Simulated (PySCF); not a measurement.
# KRb at other levels of theory

What do other methods print for KRb?

The runs use PySCF 2.14.0; method and basis as typed in the scripts.

5 further runs of the same task are left out: 2 for a known fault of the program, 3 that didn't finish.

**1. The starting structure**

KRb: 2 atoms, charge 0, spin multiplicity 1.

No contacts short enough for the rule that draws bonds.

**2. The run that the others are compared with**

input.py

```python
from pyscf import gto, dft

mol = gto.M(
    atom='K 0 0 0; Rb 0 0 4.205',
    basis='lanl2dz',
    ecp={'K': 'lanl2dz', 'Rb': 'lanl2dz'},
    charge=0,
    spin=0,
    verbose=4,
)
mf = dft.RKS(mol, xc='lda,vwn')
mf.kernel()
mf.mulliken_pop()
mf.dip_moment()
print('orbital energies (hartree):', mf.mo_energy[..., max(0, mol.nelec[1]-3):mol.nelec[0]+3].round(4))
```

On the command line:

```bash
> OMP_NUM_THREADS=1 python input.py
```

**3. Tpssh**

Run 1 changes functional: lda,vwn → tpssh.

input.py, as its differences from that of step 2:

```diff
@@ -10,3 +10,3 @@
 )
-mf = dft.RKS(mol, xc='lda,vwn')
+mf = dft.RKS(mol, xc='tpssh')
 mf.kernel()
```

**4. Mn15**

Run 2 changes functional: lda,vwn → mn15.

input.py, as its differences from that of step 2:

```diff
@@ -10,3 +10,3 @@
 )
-mf = dft.RKS(mol, xc='lda,vwn')
+mf = dft.RKS(mol, xc='mn15')
 mf.kernel()
```

**5. MP2 (RHF)**

Run 3 changes step after the SCF: analyze → mp2; SCF type: RKS → RHF; functional: lda,vwn → none (Hartree–Fock).

input.py, as its differences from that of step 2:

```diff
@@ -1,2 +1,2 @@
-from pyscf import gto, dft
+from pyscf import gto, scf, mp
 
@@ -10,5 +10,5 @@
 )
-mf = dft.RKS(mol, xc='lda,vwn')
+mf = scf.RHF(mol)
 mf.kernel()
-mf.mulliken_pop()
+mp.MP2(mf).kernel()
 mf.dip_moment()
```

**6. Bhandhlyp**

Run 4 changes functional: lda,vwn → bhandhlyp.

input.py, as its differences from that of step 2:

```diff
@@ -10,3 +10,3 @@
 )
-mf = dft.RKS(mol, xc='lda,vwn')
+mf = dft.RKS(mol, xc='bhandhlyp')
 mf.kernel()
```

Q: Predict the outcome of this session. Wanted: for each run, E(SCF); from base; gap; SCF dipole; after the SCF.

**Answer**, as computed:

| run | E(SCF) (hartree) | from base (eV) | cycles | gap (eV) | SCF dipole (D) | after the SCF |
| --- | --- | --- | --- | --- | --- | --- |
| base | -51.787576 | 0 | 10 | 0.87 | 0.19 | n/a |
| tpssh | -51.978325 | not comparable | 9 | 1.22 | 0.67 | n/a |
| mn15 | -51.904317 | not comparable | 9 | 1.87 | 0.58 | n/a |
| MP2 (RHF) | -51.428034 | not comparable | 8 | 3.37 | 0.92 | MP2 correlation -0.349 eV |
| bhandhlyp | -51.915025 | not comparable | 7 | 2.21 | 0.54 | n/a |

What this shows: The gap between the frontier levels is 0.9 eV with lda,vwn (0 % exact exchange) and 2.2 eV with bhandhlyp (50 %): exact exchange opens it. A lower total energy from another functional means nothing by itself.
